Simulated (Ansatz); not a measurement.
**CH₃ClOSW: basis-set convergence**

An exercise on one series of results from a longer session: the logs are not shown, and one member is left open.

Method: one geometry, several basis sets; program: Ansatz 0.2.0, Gaussian basis.

Plan: PBE0-D4/def2-SVP; ωB97M-V/def2-SVP; PBE0-D4/def2-QZVPP; ωB97M-V/def2-QZVPP; the functionals' def2-TZVPP values are taken from earlier runs.

## The geometry

The geometry comes from an earlier relaxation with PBE0-D4 in a triple-zeta def2 set; it is a stationary point, not always the lowest conformer. W takes the def2 core potential; no spin-orbit term is included.

SMILES `[CH3][W](=[O])(=[S])[Cl]`, 8 atoms, charge 0, spin multiplicity 1.

Atoms are counted from 1 here; the program's logs count them from 0.

Bond lengths: C1–W2 2.093 Å, C1–H6 1.096 Å, C1–H7 1.091 Å, C1–H8 1.094 Å, W2–O3 1.691 Å, W2–S4 2.124 Å, W2–Cl5 2.259 Å. Angles: W2–C1–H6 107.7°, W2–C1–H7 112.2°, W2–C1–H8 109.3°, H6–C1–H7 108.7°, H6–C1–H8 110.0°, H7–C1–H8 108.9°, C1–W2–O3 103.9°, C1–W2–S4 104.8°, C1–W2–Cl5 110.9°, O3–W2–S4 109.3°, O3–W2–Cl5 113.2°, S4–W2–Cl5 114.0°.

Set-up of the first run:

Contents of in.yaml:

```yaml
crystal:
  periodic: [false, false, false]
  atoms:
    - {symbol: C, position_ang: [-0.908013, -0.162022, 0.649395]}
    - {symbol: W, position_ang: [0.819637, 0.101130, -0.502908]}
    - {symbol: O, position_ang: [2.000046, -0.775704, 0.331120]}
    - {symbol: S, position_ang: [0.394526, -0.866673, -2.344670]}
    - {symbol: Cl, position_ang: [1.321758, 2.293139, -0.712302]}
    - {symbol: H, position_ang: [-0.726018, 0.291464, 1.630599]}
    - {symbol: H, position_ang: [-1.152195, -1.216405, 0.790094]}
    - {symbol: H, position_ang: [-1.749742, 0.335071, 0.158672]}
basis:
  gaussian: {orbitals: def2-SVP}
hamiltonian: {xc: pbe0, dispersion: d4}
output: {orbitals: {seedname: orbitals}}
```

Launch:

```console
ansatz run in.yaml --threads 4 --pin off --events-out ev --progress --plain --max-ram 10444MiB
```

Steps of the session up to this table: PBE0-D4 in def2-SVP; ωB97M-V in def2-SVP; PBE0-D4 in def2-QZVPP; ωB97M-V in def2-QZVPP.

One table of the session follows, with a row left open; its other results are not shown here.

It belongs to the step «Functionals by basis». 

```
functional       basis  HOMO (eV)  LUMO (eV)
   PBE0-D4    def2-SVP      -7.94      -3.15
   PBE0-D4  def2-TZVPP          ?          ?
   PBE0-D4  def2-QZVPP      -7.91      -3.17
   ωB97M-V    def2-SVP     -10.01      -1.09
   ωB97M-V  def2-TZVPP     -10.00      -1.12
   ωB97M-V  def2-QZVPP     -10.02      -1.15
```

Estimate the missing values for PBE0-D4, def2-TZVPP.

The run gave: HOMO (eV): -7.90; LUMO (eV): -3.15. In the column «HOMO (eV)» it is the highest.
